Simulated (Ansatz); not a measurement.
# ZrC+ (quartet): wave-function methods side by side, def2-SVP

An exercise on one series of results from a longer session: the logs are not shown, and one member is left open.

The runs use Ansatz 0.2.0, Gaussian basis; def2-SVP, core rule «outside noble gas», up to 5 orbitals frozen.

To be run: UHF; CCSD(T) on ROHF; CCSD(T) on UHF; CISD as a restricted active space (open shells left free, so some higher excitations enter); CCSDT(Q) on ROHF; CCSDT(Q) on UHF; CISDTQ; CCSDTQ on ROHF; CCSDTQ on UHF; Full CI.

10 further runs of the same task are left out: 6 for a known fault of the program, 1 that didn't finish, 3 set aside as unsound or not needed. Runs told in other sessions of the task aren't counted.

**The geometry**

The geometry is a PBE0/def2-TZVP stationary point (not a proven minimum). No spin-orbit coupling is included. Elements past krypton take def2 core potentials.

2 atoms, charge 1, spin multiplicity 4.

Atoms are counted from 1 here; the program's logs count them from 0.

Bond lengths: Zr1–C2 1.897 Å.

Coordinates:

```
Zr    0.00000    0.00000    0.00000
C     0.00000    0.00000    1.89700
```

Set-up of the first run:

in.yaml reads:

```yaml
crystal:
  periodic: [false, false, false]
  atoms:
    - {symbol: Zr, position_ang: [0.000000, 0.000000, 0.000000]}
    - {symbol: C, position_ang: [0.000000, 0.000000, 1.897000]}
basis:
  gaussian: {orbitals: def2-SVP}
total_charge: 1
magnetization: {spin_polarized: true, initial_magnetization: 3}
hamiltonian: {xc: hf}
output: {orbitals: {seedname: orbitals}}
```

On the command line:

```sh
$ ansatz run in.yaml --threads 1 --pin off --events-out ev --progress --plain --max-ram 4160MiB --backend cpu
```

Steps of the session up to this table: UHF; CCSD(T) on ROHF; CCSD(T) on UHF; CISD as a restricted active space (open shells left free, so some higher excitations enter); CCSDT(Q) on ROHF; CCSDT(Q) on UHF; CISDTQ; CCSDTQ on ROHF; CCSDTQ on UHF; Full CI.

One table of the session follows, with a row left open; its other results are not shown here.

| method | from FCI (kJ/mol) |
| --- | --- |
| ROHF | +468.4 |
| UHF | +420.6 |
| RMP2 | +78.3 |
| UMP2 | ? |
| RCCSD | +35.6 |
| UCCSD | +28.8 |
| RCCSD(T) | +9.4 |
| UCCSD(T) | +6.5 |
| RCCSDT | +4.6 |
| UCCSDT | +0.4 |
| RCCSDT(Q) | +1.7 |
| UCCSDT(Q) | -2.8 |
| RCCSDTQ | +0.6 |
| UCCSDTQ | -2.0 |
| FCI | 0 |

**Question.** Estimate the row for UMP2.

**Answer.** from FCI (kJ/mol): +129.7. In the column «from FCI (kJ/mol)» it lies between RMP2 (+78.3) and UHF (+420.6).

Limits of these values: UCCSDT(Q), UCCSDTQ fall below full CI: unrestricted runs freeze a spin-polarised core, another one than full CI's, and coupled cluster isn't variational. Levels on UHF freeze UHF's core orbitals, full CI those of ROHF, so the U rows can settle a little off it for that reason alone. Restricted and unrestricted rows rest on different reference determinants; a gap between their highest levels can come from leftover correlation error, from unlike frozen cores or from another state.
